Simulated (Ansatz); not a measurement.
# Zn3S5: the cost of one run

Computed with Ansatz 0.2.0 (DFT PBE, scalar-relativistic, plane waves, PAW, unless a step names another level, unless a step's input says otherwise).

5 further runs of the same task are left out: 2 that didn't finish, 3 set aside as unsound or not needed.

**1. The starting structure**

The structure is trigonal, space group P-3m1 (No. 164). Conventional cell: a = 3.803 Å, b = 3.803 Å, c = 11.964 Å, α = 90.00°, β = 90.00°, γ = 120.00°. Zn (site symmetry 3m) is surrounded by 6 S at 2.48 to 2.65 Å. Around Zn (site symmetry -3m) lie 6 S at 2.52 Å. Around S (site symmetry -3m) lie 6 Zn at 2.65 Å. S (site symmetry 3m) is surrounded by 1 S at 2.11 Å and 3 Zn at 2.48 Å. S (site symmetry 3m) is surrounded by 1 S at 2.11 Å and 3 Zn at 2.52 Å.

Structure file:

```
CELL_PARAMETERS angstrom
3.80271 0.00000 0.00000
-1.90135 3.29324 0.00000
0.00000 0.00000 11.96418
ATOMIC_POSITIONS crystal
Zn 0.66667 0.33333 0.87529
Zn 0.33333 0.66667 0.12471
Zn 0.00000 0.00000 0.50000
S 0.00000 0.00000 0.00000
S 0.66667 0.33333 0.22129
S 0.66667 0.33333 0.39737
S 0.33333 0.66667 0.77871
S 0.33333 0.66667 0.60263
```

It came out lowest among 26 distinct ends of the trial cells. At a tolerance of 0.05 Å it has space group P-3m1 (No. 164).

**2. Tight relaxation for the response runs, on the response runs' mesh and smearing**

Input file input.yaml:

```yaml
crystal:
  lattice:
    - [3.8027091297, 0.0, 0.0]
    - [-1.9013545649, 3.2932427095, 0.0]
    - [0.0, 0.0, 11.9641779246]
  atoms:
    - { symbol: Zn, position: [0.6666666667, 0.3333333333, 0.8752936455] }
    - { symbol: Zn, position: [0.3333333333, 0.6666666667, 0.1247063545] }
    - { symbol: Zn, position: [0.0, 0.0, 0.5] }
    - { symbol: S, position: [0.0, 0.0, 0.0] }
    - { symbol: S, position: [0.6666666667, 0.3333333333, 0.2212938859] }
    - { symbol: S, position: [0.6666666667, 0.3333333333, 0.3973698492] }
    - { symbol: S, position: [0.3333333333, 0.6666666667, 0.7787061141] }
    - { symbol: S, position: [0.3333333333, 0.6666666667, 0.6026301508] }
basis:
  ecutwfc: 420
kpoints:
  mp_grid: { grid: [12, 12, 4] }
hamiltonian:
  xc: pbe
scf:
  occupations: { method: gaussian, width: 0.1 }
output:
  forces: true
  stress: true
  eigenvalues: true
relax:
  adjacent_minimum: "off"
  f_tol: 0.001
  max_steps: 60
  cell: { stress_tol: 0.01 }
```

The run is started by

```console
$ ansatz run input.yaml --threads 3 --pin off --max-ram 7680MiB --backend cpu --events-out ev --progress --plain --runs-dir out
```

What time and memory should one allow on 3 threads of Intel Xeon at 2.50GHz (Skylake/Cascade Lake), shared host?

About 75 s, with a peak of 0.7 GiB.
